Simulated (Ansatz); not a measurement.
# CH₄ClFGeO₂: one species, many methods

One table from this session's results is given with a row withheld; the runs are named, their logs left out.

Computed with Ansatz 0.2.0, Gaussian basis. Level: functionals in def2-TZVPP, the program's frozen cores in correlated methods.

Plan: PBE-D4, r2SCAN-D4, PBE0-D4, B3LYP-D4, ωB97X-V, ωB97M-V, B2PLYP; CCSD(T)/def2-TZVPP; MP2/def2-QZVPP; extrapolation to the limit.

### The relaxed structure

All runs share one geometry, relaxed beforehand with PBE0-D4 in a triple-zeta def2 set.

SMILES `C[O][Ge]([OH])([F])[Cl]`, 10 atoms, charge 0, spin multiplicity 1.

Atoms are counted from 1 here; the program's logs count them from 0.

Bond lengths: C1–O2 1.420 Å, C1–H7 1.094 Å, C1–H8 1.094 Å, C1–H9 1.090 Å, O2–Ge3 1.742 Å, Ge3–O4 1.739 Å, Ge3–F5 1.721 Å, Ge3–Cl6 2.112 Å, O4–H10 0.962 Å. Angles: O2–C1–H7 111.4°, O2–C1–H8 111.5°, O2–C1–H9 107.1°, H7–C1–H8 109.2°, H7–C1–H9 108.7°, H8–C1–H9 108.9°, C1–O2–Ge3 120.7°, O2–Ge3–O4 108.6°, O2–Ge3–F5 108.4°, O2–Ge3–Cl6 113.6°, O4–Ge3–F5 110.4°, O4–Ge3–Cl6 110.0°, F5–Ge3–Cl6 105.8°, Ge3–O4–H10 111.7°.

Set-up of the first run:

Contents of in.yaml:

```yaml
crystal:
  periodic: [false, false, false]
  atoms:
    - {symbol: C, position_ang: [-1.605529, 0.373215, -0.169853]}
    - {symbol: O, position_ang: [-0.242483, 0.547380, -0.527603]}
    - {symbol: Ge, position_ang: [1.004405, -0.411024, 0.221727]}
    - {symbol: O, position_ang: [2.547406, 0.117387, -0.380938]}
    - {symbol: F, position_ang: [0.914267, -0.182496, 1.925230]}
    - {symbol: Cl, position_ang: [0.779805, -2.487336, -0.092957]}
    - {symbol: H, position_ang: [-1.950713, -0.641216, -0.392336]}
    - {symbol: H, position_ang: [-1.771776, 0.584380, 0.890342]}
    - {symbol: H, position_ang: [-2.186115, 1.078141, -0.765703]}
    - {symbol: H, position_ang: [2.510722, 1.021559, -0.707910]}
basis:
  gaussian: {orbitals: def2-TZVPP}
hamiltonian: {xc: pbe, dispersion: d4}
output: {forces: true, orbitals: {seedname: orbitals}}
```

On the command line:

```console
$ ansatz run in.yaml --threads 2 --pin off --events-out ev --progress --plain --max-ram 22528MiB --backend cpu
```

Among the steps run: PBE-D4 (GGA); r2SCAN-D4 (meta-GGA); PBE0-D4 (hybrid); B3LYP-D4 (hybrid); ωB97X-V (range-separated); ωB97M-V (range-separated); B2PLYP (double hybrid); CCSD(T) in def2-TZVPP; MP2 in def2-QZVPP.

One table of the session follows, with a row left open; its other results are not shown here.

It belongs to the step «Atomisation energies». 

```
            method  atomisation energy (kJ/mol)
            PBE-D4                       3772.6
         r2SCAN-D4                            ?
           PBE0-D4                       3670.7
          B3LYP-D4                       3657.9
           ωB97X-V                       3711.8
           ωB97M-V                       3696.0
            B2PLYP                       3648.9
     HF/def2-TZVPP                       2571.8
    MP2/def2-TZVPP                       3739.8
   CCSD/def2-TZVPP                       3548.5
CCSD(T)/def2-TZVPP                       3619.1
           MP2/CBS                       3838.1
       CCSD(T)/CBS                       3717.4
```

Estimate the missing values for r2SCAN-D4.

The run gave: atomisation energy (kJ/mol): 3713.0. In the column «atomisation energy (kJ/mol)» it lies between ωB97X-V (3711.8) and CCSD(T)/CBS (3717.4).
